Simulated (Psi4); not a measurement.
**CH3BFN (SMILES C#[N+][BH2-]F): B3LYP/def2-SVPD**

Aim: the vertical singlet–triplet gap of CH3BFN at B3LYP/def2-SVPD, from 2 runs. The job is set up through a Python script.

The results are computed with Psi4 1.11.

1 further run of the same task is left out (set aside as unsound or not needed).

## 1. The system as given

CH3BFN has 7 atoms, charge 0, and is taken as a singlet. As SMILES, `C#[N+][BH2-]F`. The shape is that of a GFN2-xTB optimisation.

Bond lengths: C1–N2 1.144 Å, N2–B3 1.502 Å, B3–F4 1.390 Å, C1–H5 1.055 Å, B3–H6 1.193 Å, B3–H7 1.192 Å. Angles: C1–N2–B3 175.1°, N2–B3–F4 105.3°, N2–C1–H5 179.2°, N2–B3–H6 105.1°, N2–B3–H7 105.1°, F4–B3–H6 112.4°, F4–B3–H7 112.5°, H6–B3–H7 115.4°.

## 2. A single-point energy at B3LYP/def2-SVPD

The input, calc.py:

```python
import psi4

psi4.set_memory(1600000000)
psi4.set_num_threads(1)
psi4.set_output_file('psi4.out', False)

mol = psi4.geometry("""
C     -1.291940     0.797020    -0.678990
N     -0.366240     0.318890    -0.207260
B      0.788360    -0.421380     0.404480
F      0.392070    -1.753630     0.438170
H     -2.138490     1.251870    -1.114600
H      0.912580     0.044360     1.495550
H      1.703670    -0.237130    -0.337340
symmetry c1
""")

psi4.set_options({
    'basis': 'def2-SVPD',
    'reference': 'rks',
    'puream': True,
    'e_convergence': 1e-09,
    'd_convergence': 1e-08,
    'scf_type': 'pk',
    'dft_radial_points': 99,
    'dft_spherical_points': 590,
})

E, wfn = psi4.energy("b3lyp", molecule=mol, return_wfn=True)
psi4.oeprop(wfn, "WIBERG_LOWDIN_INDICES", "QUADRUPOLE", "MULLIKEN_CHARGES")
print(f'total energy {E:.8f} hartree = {E * 27.211386:.5f} eV')
for k, v in sorted(psi4.core.scalar_variables().items()):
    print(f'{k:45s} {v:18.10f}')
```

The run is started by

```console
$ python calc.py
```

psi4.out:

```text
[...]
  Running in c1 symmetry.
[...]
  Nuclear repulsion =   99.541678583170210
[...]
  Multiplicity = 1
[...]
  Nalpha       = 15
  Nbeta        = 15
[...]
    Number of basis functions: 107
[...]
   @RKS iter   1:  -218.98836944184760   -4.07653e-01   6.24377e-03 DIIS/ADIIS
[...]
   @RKS iter  11:  -219.20682127776013   -1.22498e-11   9.13580e-09 DIIS
[...]
    Orbital Energies [Eh]
    ---------------------
    Doubly Occupied:
       1A    -24.625051     2A    -14.444343     3A    -10.327283
       4A     -6.756402     5A     -1.115598     6A     -1.011115
       7A     -0.689415     8A     -0.628693     9A     -0.473764
      10A     -0.472582    11A     -0.463255    12A     -0.396905
      13A     -0.390010    14A     -0.334319    15A     -0.276638
[...]
  @RKS Final Energy:  -219.20682127776013
   => Energetics <=
    Nuclear Repulsion Energy =             99.5416785831702100
    One-Electron Energy =                -496.4556124103537513
    Two-Electron Energy =                 200.2931168935309074
    DFT Exchange-Correlation Energy =     -22.5860043441074900
    Empirical Dispersion Energy =           0.0000000000000000
    VV10 Nonlocal Energy =                  0.0000000000000000
    Total Energy =                       -219.2068212777601275
[...]
 Multipole Moments:
 ------------------------------------------------------------------------------------
     Multipole            Electronic (a.u.)      Nuclear  (a.u.)        Total (a.u.)
 ------------------------------------------------------------------------------------
 L = 1.  Multiply by 2.5417464519 to convert [e a0] to [Debye]
 Dipole X            :         -1.1462667           -0.6105632           -1.7568298
 Dipole Y            :         -1.7640881            3.4014133            1.6373252
 Dipole Z            :         -0.2241160           -0.7849791           -1.0090951
 Magnitude           :                                                    2.6049104
 L = 2.  Multiply by 1.3450342976 to convert [e a0^2] to [Debye ang]
 Quadrupole XX       :        -98.5673026           84.1690676          -14.3982350
 Quadrupole XY       :         63.2605297          -66.7046037           -3.4440740
[...]
  Mulliken Charges: (a.u.)
   Center  Symbol    Alpha    Beta     Spin     Total
       1     C     2.97017  2.97017  0.00000  0.05966
       2     N     3.07830  3.07830  0.00000  0.84340
       3     B     2.86014  2.86014  0.00000 -0.72028
       4     F     4.75263  4.75263  0.00000 -0.50526
       5     H     0.65331  0.65331  0.00000 -0.30661
       6     H     0.34282  0.34282  0.00000  0.31435
       7     H     0.34263  0.34263  0.00000  0.31475
   Total alpha = 15.00000, Total beta = 15.00000, Total charge = -0.00000
  Wiberg Bond Indices using Orthogonal Lowdin Orbitals:
[...]
```

On the terminal:

```text
total energy -219.20682128 hartree = -5964.92143 eV
CURRENT ENERGY                                   -219.2068212778
CURRENT REFERENCE ENERGY                         -219.2068212778
DD SOLVATION ENERGY                                 0.0000000000
DFT FUNCTIONAL TOTAL ENERGY                      -219.2068212778
DFT TOTAL ENERGY                                 -219.2068212778
DFT VV10 ENERGY                                     0.0000000000
DFT XC ENERGY                                     -22.5860043441
GRID ELECTRONS ALPHA                               15.0000000433
GRID ELECTRONS BETA                                15.0000000433
GRID ELECTRONS TOTAL                               30.0000000866
NUCLEAR REPULSION ENERGY                           99.5416785832
ONE-ELECTRON ENERGY                              -496.4556124104
PCM POLARIZATION ENERGY                             0.0000000000
PE ENERGY                                           0.0000000000
SCF ITERATION ENERGY                             -219.2068212778
SCF ITERATIONS                                     11.0000000000
SCF TOTAL ENERGY                                 -219.2068212778
TWO-ELECTRON ENERGY                               200.2931168935
XC GRID RADIAL POINTS                              99.0000000000
XC GRID SPHERICAL POINTS                          590.0000000000
XC GRID TOTAL POINTS                           393703.0000000000
```

Wall time 24 s (1 thread of Intel Xeon Platinum 8275CL at 3.00GHz (Skylake/Cascade Lake), shared host); peak memory 0.62 GiB.

## 3. The triplet

The input, ch3bfn.xyz:

```xyz
7
CH3BFN
C     -1.291940     0.797020    -0.678990
N     -0.366240     0.318890    -0.207260
B      0.788360    -0.421380     0.404480
F      0.392070    -1.753630     0.438170
H     -2.138490     1.251870    -1.114600
H      0.912580     0.044360     1.495550
H      1.703670    -0.237130    -0.337340
```

The input, ch3bfn.py:

```python
import psi4

psi4.set_memory(1600000000)
psi4.set_num_threads(1)
psi4.core.set_output_file('output.dat', False)

with open('ch3bfn.xyz') as f:
    atoms = ''.join(f.readlines()[2:])
molecule = psi4.geometry('0 3\n' + atoms + 'symmetry c1\nno_reorient\nno_com')

options = {'basis': 'def2-SVPD', 'reference': 'uks', 'puream': True, 'e_convergence': 1e-09, 'd_convergence': 1e-08, 'scf_type': 'pk', 'dft_radial_points': 99, 'dft_spherical_points': 590, 'maxiter': 200}
psi4.set_options(options)

E, wfn = psi4.energy("B3LYP", return_wfn=True)
print(f'total energy {E:.8f} hartree = {E * 27.211386:.5f} eV')
```

The run is started by

```console
$ python ch3bfn.py
```

output.dat:

```text
[...]
  Running in c1 symmetry.
[...]
  Nuclear repulsion =   99.541678583170210
[...]
  Multiplicity = 3
[...]
  Nalpha       = 16
  Nbeta        = 14
[...]
    Number of basis functions: 107
[...]
   @UKS iter   1:  -218.80903815745501   -2.28322e-01   6.16500e-03 ADIIS/DIIS
[...]
   @UKS iter  20:  -219.02314267755227    1.90710e-11   4.01302e-09 DIIS
[...]
   @S^2 Observed:                2.008834891E+00
[...]
    Orbital Energies [Eh]
    ---------------------
    Alpha Occupied:
       1A    -24.704058     2A    -14.350113     3A    -10.238381
       4A     -6.828086     5A     -1.188284     6A     -0.949913
       7A     -0.659647     8A     -0.578313     9A     -0.519557
      10A     -0.506022    11A     -0.497873    12A     -0.415805
      13A     -0.403980    14A     -0.395863    15A     -0.361012
      16A     -0.099813
    Alpha Virtual:
      17A     -0.020254    18A      0.016254    19A      0.040922
      20A      0.058518    21A      0.069994    22A      0.098195
      23A      0.098961    24A      0.126769    25A      0.135976
[...]
  @UKS Final Energy:  -219.02314267755227
   => Energetics <=
    Nuclear Repulsion Energy =             99.5416785831702100
    One-Electron Energy =                -496.2806156263877142
    Two-Electron Energy =                 200.2873522238003261
    DFT Exchange-Correlation Energy =     -22.5715578581350869
    Empirical Dispersion Energy =           0.0000000000000000
    VV10 Nonlocal Energy =                  0.0000000000000000
    Total Energy =                       -219.0231426775522721
[...]
 Multipole Moments:
 ------------------------------------------------------------------------------------
     Multipole            Electronic (a.u.)      Nuclear  (a.u.)        Total (a.u.)
 ------------------------------------------------------------------------------------
 L = 1.  Multiply by 2.5417464519 to convert [e a0] to [Debye]
 Dipole X            :          4.5475903           -4.4732274            0.0743629
 Dipole Y            :         19.1605144          -18.5497784            0.6107360
 Dipole Z            :         -0.9772880            0.9161014           -0.0611865
 Magnitude           :                                                    0.6182816
[...]
```

On the terminal:

```text
total energy -219.02314268 hartree = -5959.92328 eV
```

It took 62 s on 1 thread of Intel Xeon Platinum 8275CL at 3.00GHz (Skylake/Cascade Lake), shared host; peak memory 0.62 GiB.

## 4. Summary of results

Level: B3LYP/def2-SVPD.

```
                                        quantity          value
                           singlet: total energy  -219.20682 Eh
                          singlet: dipole moment         6.62 D
                            singlet: HOMO energy       -7.53 eV
                            singlet: LUMO energy       -2.03 eV
                          singlet: HOMO–LUMO gap        5.49 eV
                           triplet: total energy  -219.02314 Eh
                          triplet: dipole moment         1.57 D
     triplet: HOMO energy (highest over α and β)       -2.72 eV
                                   triplet: ⟨S²⟩          2.009
vertical energy of the triplet above the singlet       4.998 eV
```

In words: At this shape the triplet lies 5.00 eV (482 kJ/mol) above the singlet. Mulliken charges (singlet) run from -0.72 on B3 to +0.84 on N2; in a basis this large or diffuse they mean little.
